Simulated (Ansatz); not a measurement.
**SiGeH₇ (doublet): from Hartree-Fock to the top rungs at distance Ge1–H5 along a hydrogen transfer = 1.534 Å, cc-pVDZ**

Aim: climb from Hartree-Fock through coupled cluster and multireference methods for SiGeH₇ (doublet) at one geometry and basis, and see what each rung misses.

Computed with Ansatz 0.2.0, Gaussian basis. Level: cc-pVDZ, core rule «outside noble gas», up to 19 orbitals frozen.

The runs, in order: UHF; CCSD(T) on ROHF; CCSD(T) on UHF; BCCD(T) on ROHF; CISD; CCSDT(Q) on ROHF; CCSDT(Q) on UHF; CASSCF and MRCISD+Q, 3 electrons in 3 orbitals; CASSCF and NEVPT2, 3 electrons in 3 orbitals; CASSCF and MRCISD+Q, 9 electrons in 9 orbitals; CASSCF and NEVPT2, 9 electrons in 9 orbitals.

## (1) The system

The geometry derives from fragments relaxed apart (PBE0/def2-TZVP) and kept rigid, so it is no stationary point. A hydrogen atom is moved between rigid fragments. No spin-orbit coupling is included. The filled d shell of Ge may be among the frozen orbitals whatever the setting's name suggests; the logs give the count.

9 atoms, charge 0, spin multiplicity 2.

Atoms are counted from 1 here; the program's logs count them from 0.

Bond lengths: Ge1–H2 1.534 Å, Ge1–H3 1.534 Å, Ge1–H4 1.534 Å, Ge1–H5 1.534 Å, Si6–H7 1.486 Å, Si6–H8 1.486 Å, Si6–H9 1.486 Å. Angles: H2–Ge1–H3 109.5°, H2–Ge1–H4 109.5°, H2–Ge1–H5 109.5°, H3–Ge1–H4 109.5°, H3–Ge1–H5 109.5°, H4–Ge1–H5 109.5°, H7–Si6–H8 111.3°, H7–Si6–H9 111.3°, H8–Si6–H9 111.3°.

## (2) UHF

The input, in.yaml:

```yaml
crystal:
  periodic: [false, false, false]
  atoms:
    - {symbol: Ge, position_ang: [-0.991672, 0.000000, 0.000000]}
    - {symbol: H, position_ang: [-1.503122, 1.446599, 0.000000]}
    - {symbol: H, position_ang: [-1.503122, -0.723300, 1.252792]}
    - {symbol: H, position_ang: [-1.503122, -0.723299, -1.252792]}
    - {symbol: H, position_ang: [0.542678, 0.000000, 0.000000]}
    - {symbol: Si, position_ang: [2.400328, 0.000000, 0.000000]}
    - {symbol: H, position_ang: [2.850302, -1.416253, 0.000000]}
    - {symbol: H, position_ang: [2.850302, 0.708127, -1.226511]}
    - {symbol: H, position_ang: [2.850302, 0.708127, 1.226511]}
basis:
  gaussian: {orbitals: cc-pVDZ}
magnetization: {spin_polarized: true, initial_magnetization: 1}
hamiltonian: {xc: hf}
output: {orbitals: {seedname: orbitals}}
```

On the command line:

```console
ansatz run in.yaml --threads 1 --pin off --events-out ev --progress --plain --max-ram 4096MiB --backend cpu
```

After this run come: CCSD(T) on ROHF; CCSD(T) on UHF; BCCD(T) on ROHF; CISD; CCSDT(Q) on ROHF; CCSDT(Q) on UHF; CASSCF and MRCISD+Q, 3 electrons in 3 orbitals; CASSCF and NEVPT2, 3 electrons in 3 orbitals; CASSCF and MRCISD+Q, 9 electrons in 9 orbitals; CASSCF and NEVPT2, 9 electrons in 9 orbitals.

**Question.** What will the summary of the whole plan be? Wanted: UCCSDT(Q) below the RHF energy; RMP2 from UCCSDT(Q); UMP2 from UCCSDT(Q); RCCSD from UCCSDT(Q); RCCSD(T) from UCCSDT(Q); UCCSD(T) from UCCSDT(Q); RCCSDT(Q) from UCCSDT(Q); NEVPT2 frontier from UCCSDT(Q); MRCISD+Q frontier from UCCSDT(Q).

**Answer**, as computed:

```
                         quantity                                                   value
   UCCSDT(Q) below the RHF energy                                              -7.7850 eV
              RMP2 from UCCSDT(Q)                                             +1709.2 meV
              UMP2 from UCCSDT(Q)                                             +1719.5 meV
             RCCSD from UCCSDT(Q)                                              +199.6 meV
          RCCSD(T) from UCCSDT(Q)                                               +40.5 meV
          UCCSD(T) from UCCSDT(Q)                                               +40.3 meV
         RCCSDT(Q) from UCCSDT(Q)                                                +1.1 meV
   NEVPT2 frontier from UCCSDT(Q)                                             +1577.7 meV
 MRCISD+Q frontier from UCCSDT(Q)                                               +59.0 meV
levels within 1 kcal/mol (43 meV)  RCCSD(T), UCCSD(T), BCCD(T), RCCSDT, UCCSDT, RCCSDT(Q)
                    T1 diagnostic                                                   0.016
```

**Reading.** RCCSD(T) misses by +40.5 meV, 0.5 % of the correlation energy. Of the multireference levels listed MRCISD+Q frontier comes nearest in total energy (+59.0 meV), which doesn't show that its space is the better one. These misses are within one basis, not against nature; the frozen cores of restricted and unrestricted runs differ, which can shift their rows.
